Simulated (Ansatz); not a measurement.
# Cl (Cl2 molecule in a box): the cost of one run

Method: DFT PBEsol, with the methods named in each step, in Ansatz 0.2.0.

**1. The structure to begin with**

It takes space group Pmmm (No. 47, orthorhombic). The conventional cell has a = 9.000 Å, b = 9.200 Å, c = 11.000 Å, α = 90.00°, β = 90.00°, γ = 90.00°. Around Cl (site symmetry mm2) lie 1 Cl at 2.00 Å.

Coordinates:

```cif
data_structure
_symmetry_space_group_name_H-M 'P 1'
_symmetry_Int_Tables_number 1
_cell_length_a 9.0000
_cell_length_b 9.2000
_cell_length_c 11.0000
_cell_angle_alpha 90.000
_cell_angle_beta 90.000
_cell_angle_gamma 90.000
_cell_volume 910.80
loop_
_atom_site_label
_atom_site_type_symbol
_atom_site_fract_x
_atom_site_fract_y
_atom_site_fract_z
_atom_site_occupancy
Cl1 Cl 0.50000 0.50000 0.40909 1
Cl2 Cl 0.50000 0.50000 0.59091 1
```

Atoms are numbered in the order of the input: Cl1, Cl2.

**2. Relaxed, PAW**

Contents of input.yaml:

```yaml
crystal:
  lattice:
    - [9.0, 0.0, 0.0]
    - [0.0, 9.2, 0.0]
    - [0.0, 0.0, 11.0]
  atoms:
    - { symbol: Cl, position: [0.5, 0.5, 0.40909091] }
    - { symbol: Cl, position: [0.5, 0.5, 0.59090909] }
kpoints:
  mp_grid: { grid: [1, 1, 1] }
scf:
  occupations: { method: fermi_dirac, width: 0.01 }
hamiltonian:
  xc: pbesol
  pseudopotentials: { kind: paw }
output:
  forces: true
  stress: true
relax:
  f_tol: 0.003
  max_steps: 80
```

Launch:

```console
$ ansatz run input.yaml --threads 4 --pin off --max-ram 10240MiB --backend cpu --events-out ev --progress --plain --runs-dir out
```

Q: Estimate wall time and peak memory on 4 threads of Arm Neoverse V2, shared host.

About 2.1 s, with a peak of 0.53 GiB.
